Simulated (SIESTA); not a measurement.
Set up this calculation in SIESTA 5.4.2, as the native input.

| Item | Value |
| --- | --- |
| Task | single point |
| Functional | PBEsol |
| Potentials or basis | PseudoDojo 0.4 standard (PBEsol files) |
| Basis | DZP (energy shift 0.003 Ry; two zetas on semicore shells; d shell added on Sr) |
| Grid cutoff | 800 Ry |
| Energy shift | 0.003 Ry |
| k mesh | 8 × 8 × 6 |
| Occupations | fermi-dirac, width 0.05 eV |
| Spin | no spin polarisation |

Crystal: SrLiAlO3.

```
CELL_PARAMETERS angstrom
2.61077 -2.62142 0.00000
2.61077 2.62142 0.00000
-1.91901 0.00000 4.83566
ATOMIC_POSITIONS crystal
Sr 0.91859 0.92723 0.08791
Al 0.54905 0.56136 0.43084
O 0.09249 0.59964 0.50746
O 0.39525 0.41423 0.05441
O 0.59744 0.07768 0.50941
Li 0.18836 0.14832 0.65689
```

The cell comes from a database or a generator and needn't be the stable form of this composition.

The cell isn't the ideal one: atoms moved at random, drawn with an rms of 0.05 Å.

The input as run:

SrLiAlO3.fdf

```
SystemName                      SrLiAlO3
SystemLabel                     SrLiAlO3
NumberOfSpecies                 4
NumberOfAtoms                   6
%block ChemicalSpeciesLabel
  1  38 Sr
  2  13 Al
  3   8 O
  4   3 Li
%endblock ChemicalSpeciesLabel

LatticeConstant                 1.0 Ang
%block LatticeVectors
     2.6107727956    -2.6214180790     0.0000000000
     2.6107727956     2.6214180790     0.0000000000
    -1.9190051633     0.0000000000     4.8356592458
%endblock LatticeVectors
AtomicCoordinatesFormat         Fractional
%block AtomicCoordinatesAndAtomicSpecies
     0.9185930000     0.9272310000     0.0879130000  1  Sr
     0.5490460000     0.5613620000     0.4308420000  2  Al
     0.0924860000     0.5996350000     0.5074620000  3  O
     0.3952480000     0.4142290000     0.0544130000  3  O
     0.5974350000     0.0776810000     0.5094070000  3  O
     0.1883630000     0.1483150000     0.6568850000  4  Li
%endblock AtomicCoordinatesAndAtomicSpecies

%block kgrid.MonkhorstPack
    8   0   0  0.0
    0   8   0  0.0
    0   0   6  0.0
%endblock kgrid.MonkhorstPack
XC.Functional                   GGA
XC.Authors                      PBEsol
PAO.BasisSize                   DZP
PAO.EnergyShift                 0.003 Ry
Mesh.Cutoff                     800 Ry
OccupationFunction              FD
ElectronicTemperature           0.05 eV
MaxSCFIterations                120
SCF.MustConverge                false
SCF.Mixer.Method                Pulay
SCF.Mixer.Weight                0.25
SCF.Mixer.History               8
SCF.DM.Tolerance                5.0e-05
SCF.H.Tolerance                 1.0e-03 eV
WriteForces                     true
Charge.Mulliken                 end
%block PAO.PolarizationScheme
  Li non-perturbative
%endblock PAO.PolarizationScheme
%block PAO.Basis
  Sr 5
  n=4 0 2
    3.897 0.000
  n=5 0 2
    9.500 0.000
  n=4 1 2
    4.631 0.000
  n=5 1 1
    9.500
  n=4 2 1
    7.000
  Li 3
  n=1 0 2
    2.788 0.000
  n=2 0 2
    9.500 0.000
  n=2 1 1
    9.500
%endblock PAO.Basis
```

Potentials or basis: PseudoDojo 0.4 standard (PBEsol files), DZP (energy shift 0.003 Ry; two zetas on semicore shells; d shell added on Sr).

The run is started by

```bash
$ siesta < SrLiAlO3.fdf > SrLiAlO3.out 2>&1
```

Results of the run:

The pressure is 0.5 GPa, the largest force is 0.968 eV/Å and the band gap on the k mesh is 3.05 eV, indirect (least direct gap 3.99 eV).

Caveat: the basis of atomic orbitals isn't converged, which shifts pressures, moduli and gaps.

Wall time 2.5 min on 1 thread of Intel(R) Xeon(R) 6975P-C (Granite Rapids), with other jobs on the host, peak memory 0.64 GiB.
